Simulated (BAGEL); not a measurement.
**Si2H3F3 (SMILES F[Si](F)(F)[SiH3]), step by step**

Wanted: the energy (HF/6-31G*), then the energy (NEVPT2(2,2)/6-31G*), then the energy (CASPT2(2,2)/6-31G*) of Si2H3F3. 

The results are computed with BAGEL 1.2.2.

## 1. Starting point

Si2H3F3 has 8 atoms, charge 0, and is taken as a singlet. As SMILES, `F[Si](F)(F)[SiH3]`. The Si2–Si5 distance was set to 2.678 Å, away from the relaxed value.

Bond lengths: F1–Si2 1.582 Å, Si2–F3 1.582 Å, Si2–F4 1.582 Å, Si5–H6 1.484 Å, Si5–H7 1.484 Å, Si5–H8 1.484 Å. Angles: F1–Si2–F3 107.0°, F1–Si2–F4 107.0°, F3–Si2–F4 107.0°, H6–Si5–H7 110.2°, H6–Si5–H8 110.2°, H7–Si5–H8 110.2°. A long bond or contact: Si2–Si5 2.678 Å.

## 2. A single-point energy at HF/6-31G(d) (density fitting with svp-jkfit, spherical functions) (run 1)

Input file hf.json:

```json
{ "bagel": [

{
  "title": "molecule",
  "basis": "6-31gs.json",
  "df_basis": "svp-jkfit",
  "geometry": [
    { "atom": "F", "xyz": [     2.78404090,    -2.58251484,     2.92333262 ] },
    { "atom": "Si", "xyz": [     1.31742446,    -2.45023401,     0.32250255 ] },
    { "atom": "F", "xyz": [    -0.59819092,    -4.74436153,     0.28357419 ] },
    { "atom": "F", "xyz": [     3.32280182,    -2.95176732,    -1.83632057 ] },
    { "atom": "Si", "xyz": [    -1.04067218,     1.98496832,    -0.28837221 ] },
    { "atom": "H", "xyz": [    -2.88296618,     2.32039471,     1.79883030 ] },
    { "atom": "H", "xyz": [     0.87040785,     4.03607706,    -0.23205837 ] },
    { "atom": "H", "xyz": [    -2.36839375,     1.96607106,    -2.75805528 ] }
  ]
},

{ "title": "hf" },

{ "title": "print", "file": "orbitals.molden", "orbitals": "true" }

]}
```

The basis set 6-31G* is read from a file made from the Basis Set Exchange's data (not shown).

Run with:

```
$ BAGEL_NUM_THREADS=1 BAGEL hf.json > hf.out
```

Log:

```text
* using 1 threads per process

  ===============================================================
  ===============================================================

  *** Geometry ***

  { "atom" : "F", "xyz" : [      2.784041,     -2.582515,      2.923333 ] },
  { "atom" : "Si", "xyz" : [      1.317424,     -2.450234,      0.322503 ] },
  { "atom" : "F", "xyz" : [     -0.598191,     -4.744362,      0.283574 ] },
  { "atom" : "F", "xyz" : [      3.322802,     -2.951767,     -1.836321 ] },
  { "atom" : "Si", "xyz" : [     -1.040672,      1.984968,     -0.288372 ] },
  { "atom" : "H", "xyz" : [     -2.882966,      2.320395,      1.798830 ] },
  { "atom" : "H", "xyz" : [      0.870408,      4.036077,     -0.232058 ] },
  { "atom" : "H", "xyz" : [     -2.368394,      1.966071,     -2.758055 ] },

  Number of auxiliary basis functions:      541

  Since a DF basis is specified, we compute 2- and 3-index integrals:
    o Being stored without compression. Storage requirement is 0.031 GB

  Number of basis functions:       84
  Number of electrons      :       58

    * METHOD: MOLECULE                             0.32

  *** RHF ***

  === Nuclear Repulsion ===
   303.8538137604

      * DIIS with orbital gradients will be used.

  === RHF iteration (6-31gs.json) ===
      0       -877.76127487          0.02324568           0.11
      1       -877.96060212          0.01462365           0.10
      2       -878.06585643          0.00107462           0.11
      3       -878.06712531          0.00013542           0.10
      4       -878.06714909          0.00002826           0.11
      5       -878.06715032          0.00000744           0.11
      6       -878.06715041          0.00000178           0.10
      7       -878.06715041          0.00000047           0.10
      8       -878.06715041          0.00000021           0.11
      9       -878.06715041          0.00000004           0.10
     10       -878.06715041          0.00000001           0.11
    * SCF iteration converged.

    * Permanent dipole moment:
           (    0.446876,    -0.840980,     0.115675) a.u.

    * METHOD: HF                                   1.35

    * METHOD: PRINT                                0.02

  ===============================================================
```

It took 1.8 s on 1 thread of Arm Neoverse V1, shared host; peak memory 0.15 GiB.

## 3. A single-point energy at NEVPT2(2,2)/6-31G(d) (density fitting with svp-jkfit, spherical functions) (run 2)

Input file input.json:

```json
{ "bagel" : [

{
  "title" : "molecule",
  "basis" : "6-31gs.json",
  "df_basis" : "svp-jkfit",
  "geometry" : [
    { "atom" : "F", "xyz" : [     2.78404090,    -2.58251484,     2.92333262 ] },
    { "atom" : "Si", "xyz" : [     1.31742446,    -2.45023401,     0.32250255 ] },
    { "atom" : "F", "xyz" : [    -0.59819092,    -4.74436153,     0.28357419 ] },
    { "atom" : "F", "xyz" : [     3.32280182,    -2.95176732,    -1.83632057 ] },
    { "atom" : "Si", "xyz" : [    -1.04067218,     1.98496832,    -0.28837221 ] },
    { "atom" : "H", "xyz" : [    -2.88296618,     2.32039471,     1.79883030 ] },
    { "atom" : "H", "xyz" : [     0.87040785,     4.03607706,    -0.23205837 ] },
    { "atom" : "H", "xyz" : [    -2.36839375,     1.96607106,    -2.75805528 ] }
  ]
},

{
  "title" : "hf"
},

{
  "title" : "casscf",
  "nstate" : 1,
  "nact" : 2,
  "nclosed" : 28,
  "active" : [29, 30],
  "maxiter" : 200,
  "natocc" : true
},

{
  "title" : "nevpt2",
  "nstate" : 1,
  "nact" : 2,
  "nclosed" : 28,
  "active" : [29, 30],
  "maxiter" : 200,
  "natocc" : true,
  "ncore" : 13
},

{
  "title" : "print",
  "file" : "orbitals.molden",
  "orbitals" : true
}

]}
```

The basis set 6-31G* is read from a file made from the Basis Set Exchange's data (not shown).

Run with:

```
$ BAGEL_NUM_THREADS=1 BAGEL input.json > input.out
```

Log:

```text
* using 1 threads per process

  ===============================================================
  ===============================================================

  *** Geometry ***

  { "atom" : "F", "xyz" : [      2.784041,     -2.582515,      2.923333 ] },
  { "atom" : "Si", "xyz" : [      1.317424,     -2.450234,      0.322503 ] },
  { "atom" : "F", "xyz" : [     -0.598191,     -4.744362,      0.283574 ] },
[... 4 lines of this table left out ...]
  { "atom" : "H", "xyz" : [     -2.368394,      1.966071,     -2.758055 ] },

  Number of auxiliary basis functions:      541

  Since a DF basis is specified, we compute 2- and 3-index integrals:
    o Being stored without compression. Storage requirement is 0.031 GB

[... 18 lines left out ...]
    * SCF iteration converged.
[... 1 line left out ...]
    * Permanent dipole moment:
[... 27 lines left out ...]
    * Second-order optimization converged. *
[... 1 line left out ...]
     guess   0:   closed 1.                   open ..

  === FCI iteration ===

      0  0      -878.06688910     5.60e-02      0.00
      1  0      -878.08269373     1.09e-03      0.00
      2  0 *    -878.08270315     1.13e-15      0.00

     * ci vector, state   0, <S^2> = 0.0000
       2.     0.9901706121
       .2    -0.1398647881

    * METHOD: CASSCF                               3.99

    * freezing 13 orbitals

  === DF-NEVPT2 calculation ===

    * 3-index integral transformation done
    * assembly done

      NEVPT2 correlation energy:   -0.6533112952      0.20

          (+0)     -0.6047160459
          (+0)'    -0.0078613834
          (+1)     -0.0142146975
          (+1)'    -0.0000000000
          (+2)     -0.0003176413
          (-1)     -0.0212226838
          (-1)'     0.0000000000
          (-2)     -0.0049788432

      NEVPT2 total energy:       -878.7360144409

    * METHOD: NEVPT2                               0.39

    * METHOD: PRINT                                0.02

  ===============================================================
```

It took 6.3 s on 1 thread of Arm Neoverse V1, shared host; peak memory 0.15 GiB.

## 4. The energy at CASPT2(2,2)/6-31G(d) (density fitting with svp-jkfit, spherical functions) (run 3)

Input file input.json:

```json
{ "bagel": [

{
  "title": "molecule",
  "basis": "6-31gs.json",
  "df_basis": "svp-jkfit",
  "geometry": [
    { "atom": "F", "xyz": [     2.78404090,    -2.58251484,     2.92333262 ] },
    { "atom": "Si", "xyz": [     1.31742446,    -2.45023401,     0.32250255 ] },
    { "atom": "F", "xyz": [    -0.59819092,    -4.74436153,     0.28357419 ] },
    { "atom": "F", "xyz": [     3.32280182,    -2.95176732,    -1.83632057 ] },
    { "atom": "Si", "xyz": [    -1.04067218,     1.98496832,    -0.28837221 ] },
    { "atom": "H", "xyz": [    -2.88296618,     2.32039471,     1.79883030 ] },
    { "atom": "H", "xyz": [     0.87040785,     4.03607706,    -0.23205837 ] },
    { "atom": "H", "xyz": [    -2.36839375,     1.96607106,    -2.75805528 ] }
  ]
},

{ "title": "hf" },

{ "title": "casscf", "nstate": 1, "nact": 2, "nclosed": 28, "nspin": 0, "active": [29, 30], "maxiter": 200, "natocc": true },

{ "title": "print", "file": "orbitals.molden", "orbitals": true },

{ "title": "smith", "method": "caspt2", "ms": true, "xms": true, "sssr": true, "shift": 0.2, "shift_imag": true, "ncore": 13 }

]}
```

The basis set 6-31G* is read from a file made from the Basis Set Exchange's data (not shown).

Run with:

```
$ BAGEL_NUM_THREADS=1 BAGEL input.json > input.out
```

Log:

```text
* using 1 threads per process

  ===============================================================
  ===============================================================

  *** Geometry ***

  { "atom" : "F", "xyz" : [      2.784041,     -2.582515,      2.923333 ] },
  { "atom" : "Si", "xyz" : [      1.317424,     -2.450234,      0.322503 ] },
  { "atom" : "F", "xyz" : [     -0.598191,     -4.744362,      0.283574 ] },
[... 4 lines of this table left out ...]
  { "atom" : "H", "xyz" : [     -2.368394,      1.966071,     -2.758055 ] },

  Number of auxiliary basis functions:      541

  Since a DF basis is specified, we compute 2- and 3-index integrals:
    o Being stored without compression. Storage requirement is 0.031 GB

[... 18 lines left out ...]
    * SCF iteration converged.
[... 1 line left out ...]
    * Permanent dipole moment:
[... 27 lines left out ...]
    * Second-order optimization converged. *
[... 9 lines left out ...]
     * ci vector, state   0, <S^2> = 0.0000
[... 16 lines left out ...]
    * Zeroth order energy : state  0       -0.8693546287
[... 4 lines left out ...]
       #      aibj      arbs      arbi      airj      risj      airs      arst      rist         Etot      error   time
[... 2 lines left out ...]
       0  -0.60438  -0.00624  -0.02175  -0.01539  -0.00045  -0.00687  -0.00000  -0.00000   -0.6550737  0.0009540   0.10
       1  -0.60455  -0.00630  -0.02181  -0.01552  -0.00047  -0.00697  -0.00000  -0.00000   -0.6556370  0.0001276   0.09
       2  -0.60456  -0.00630  -0.02182  -0.01553  -0.00047  -0.00697  -0.00000  -0.00000   -0.6556478  0.0000235   0.09
       3  -0.60456  -0.00630  -0.02182  -0.01553  -0.00047  -0.00697  -0.00000  -0.00000   -0.6556481  0.0000044   0.09
       4  -0.60456  -0.00630  -0.02182  -0.01553  -0.00047  -0.00697  -0.00000  -0.00000   -0.6556481  0.0000007   0.10

      ------------------------------------------------------------------------------------------------------------------

    * CASPT2 energy : state  0     -878.7405629647
        w/o shift correction       -878.7383512780
        reference weight              0.8522545347

    * METHOD: SMITH                                0.78

  ===============================================================
```

It took 6.6 s on 1 thread of Arm Neoverse V1, shared host; peak memory 0.22 GiB.

## 5. Summary of results

```
                               quantity          value
         run 1, HF/6-31G*: total energy  -878.06715 Eh
        run 1, HF/6-31G*: dipole moment         2.44 D
          run 1, HF/6-31G*: HOMO energy      -11.39 eV
          run 1, HF/6-31G*: LUMO energy        2.96 eV
        run 1, HF/6-31G*: HOMO–LUMO gap       14.35 eV
run 2, NEVPT2(2,2)/6-31G*: total energy  -878.73601 Eh
run 3, CASPT2(2,2)/6-31G*: total energy  -878.74056 Eh
```
